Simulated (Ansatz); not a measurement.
# C₂H₆ClFHfOSe: geometry and vibrations

What shape does C₂H₆ClFHfOSe take? The plan is to relax it, then compute its harmonic vibrations to see whether it is a minimum and to get the zero-point energy and entropy.

The runs use Ansatz 0.2.0, Gaussian basis; RKS PBE0-D4/def2-TZVP.

Levels to be run: relaxation at PBE0-D4/def2-TZVP; harmonic vibrations at the same level.

1 further run of the same task is left out (set aside as unsound or not needed).

### Step 1. The starting structure

SMILES `C[O][Hf]([F])([Cl])[Se]C`, 13 atoms, charge 0, spin multiplicity 1.

Atoms are counted from 1 here; the program's logs count them from 0.

Bond lengths: C1–O2 1.402 Å, C1–H8 1.099 Å, C1–H9 1.096 Å, C1–H10 1.104 Å, O2–Hf3 1.845 Å, Hf3–F4 1.864 Å, Hf3–Cl5 2.247 Å, Hf3–Se6 2.457 Å, Se6–C7 2.004 Å, C7–H11 1.089 Å, C7–H12 1.087 Å, C7–H13 1.097 Å. Angles: O2–C1–H8 110.5°, O2–C1–H9 109.3°, O2–C1–H10 111.3°, H8–C1–H9 108.1°, H8–C1–H10 109.3°, H9–C1–H10 108.3°, C1–O2–Hf3 132.0°, O2–Hf3–F4 109.0°, O2–Hf3–Cl5 111.3°, O2–Hf3–Se6 103.9°, F4–Hf3–Cl5 101.9°, F4–Hf3–Se6 103.5°, Cl5–Hf3–Se6 126.2°, Hf3–Se6–C7 83.2°, Se6–C7–H11 107.9°, Se6–C7–H12 107.9°, Se6–C7–H13 109.9°, H11–C7–H12 109.8° and more.

The start is a GFN2-xTB geometry. Hf takes the def2 core potential; no spin-orbit term is included.

### Step 2. Relaxation at PBE0-D4/def2-TZVP

in.yaml reads:

```yaml
crystal:
  periodic: [false, false, false]
  atoms:
    - {symbol: C, position_ang: [1.066010, -0.270860, 1.639110]}
    - {symbol: O, position_ang: [1.510750, 0.157150, 0.380210]}
    - {symbol: Hf, position_ang: [0.664890, 1.067320, -0.983850]}
    - {symbol: F, position_ang: [0.518760, -0.056810, -2.463070]}
    - {symbol: Cl, position_ang: [1.956590, 2.721650, -1.787080]}
    - {symbol: Se, position_ang: [-1.652760, 1.285350, -0.197270]}
    - {symbol: C, position_ang: [-1.717800, -0.680310, -0.583050]}
    - {symbol: H, position_ang: [0.771730, -1.328980, 1.603030]}
    - {symbol: H, position_ang: [1.881100, -0.168580, 2.364270]}
    - {symbol: H, position_ang: [0.211930, 0.333840, 1.989430]}
    - {symbol: H, position_ang: [-2.078250, -0.809880, -1.602220]}
    - {symbol: H, position_ang: [-2.415980, -1.134500, 0.115230]}
    - {symbol: H, position_ang: [-0.716970, -1.115400, -0.474750]}
basis:
  gaussian: {orbitals: def2-TZVP}
hamiltonian: {xc: pbe0, dispersion: d4}
relax: {f_tol: 0.005, max_steps: 150}
```

Run with:

```bash
$ ansatz run in.yaml --threads 2 --pin off --events-out ev --progress --plain --max-ram 22528MiB --backend cuda --devices 0, --max-vram 18GiB
```

After this run come: Harmonic vibrations.

**Question.** What will the summary of the whole plan be? Wanted: point group; shift from the start; total energy; dispersion term; dipole moment; lowest, highest wavenumber; zero-point energy.

As calculated:

```
                  quantity            value
               point group               C1
                     steps               65
shift from the start (rms)          0.839 Å
              total energy   -86106.3875 eV
           dispersion term         -282 meV
             dipole moment           3.64 D
lowest, highest wavenumber    18, 3182 cm⁻¹
         zero-point energy     216.3 kJ/mol
       entropy at 298.15 K  519.2 J/(mol K)
```

In words: The atoms moved 0.84 Å (rms) from the start; the bond that changed most is Hf3–Se6, from 2.457 to 2.568 Å. No mode is imaginary: a true minimum at this level. The stiffest mode, 3182 cm⁻¹, is a C–H stretch, and 11 modes under 200 cm⁻¹ make the vibrational entropy uncertain. Harmonic hybrid wavenumbers usually lie a few per cent above measured fundamentals. The largest Mulliken charge, +1.31 e, sits on Hf3.
